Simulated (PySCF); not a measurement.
# CH7AlFN: the cost of one run

Programs: PySCF 2.14.0, with density-fitted response routines of our own. Each step states its level of theory. These are calculated values for one molecule in the gas phase, unless marked as measured. Atoms count from 0, in the outputs and in this text.

## (1) The starting structure

11 atoms, charge 0, multiplicity 1; geometry from: PBE0-D3(BJ)/def2-SVP.

Bonds of the start (Å): C0–Al1 1.96, Al1–N2 2.06, Al1–F3 1.70, C0–H4 1.10, C0–H5 1.10, C0–H6 1.10, Al1–H7 1.60, N2–H8 1.02, N2–H9 1.02, N2–H10 1.02.

## (2) Nuclear shieldings: PBE0/pcSseg-2

What the job is given:

```
{"job": {"kind": "nmr", "xc": "PBE0", "basis": "pcSseg-2", "pop": false}, "charge": 0, "multiplicity": 1}
C     -1.593943    -0.407957    -0.064786
Al    -0.112966     0.874731    -0.197315
N      1.532782    -0.319140     0.145693
F      0.143857     1.874103     1.148138
H     -1.619217    -0.921073     0.912736
H     -1.550145    -1.186212    -0.847320
H     -2.571823     0.089817    -0.179920
H      0.301633     1.539835    -1.594962
H      1.441637    -0.810800     1.036269
H      1.693207    -1.018368    -0.580550
H      2.370851     0.261915     0.204630
```

With the program's defaults for keys left out, this is: GIAO PBE0/pcSseg-2 NMR shielding, non-relativistic, gas phase.

On the command line:

```bash
$ OMP_NUM_THREADS=1 python probes_run.py task.json out
```

One launch serves the whole session: the jobs run in the order shown.

**Question.** How long does this first job take on 1 thread of Arm Neoverse V2, shared host, and how much memory does it need?

About 16 s, with a peak of 0.89 GiB.
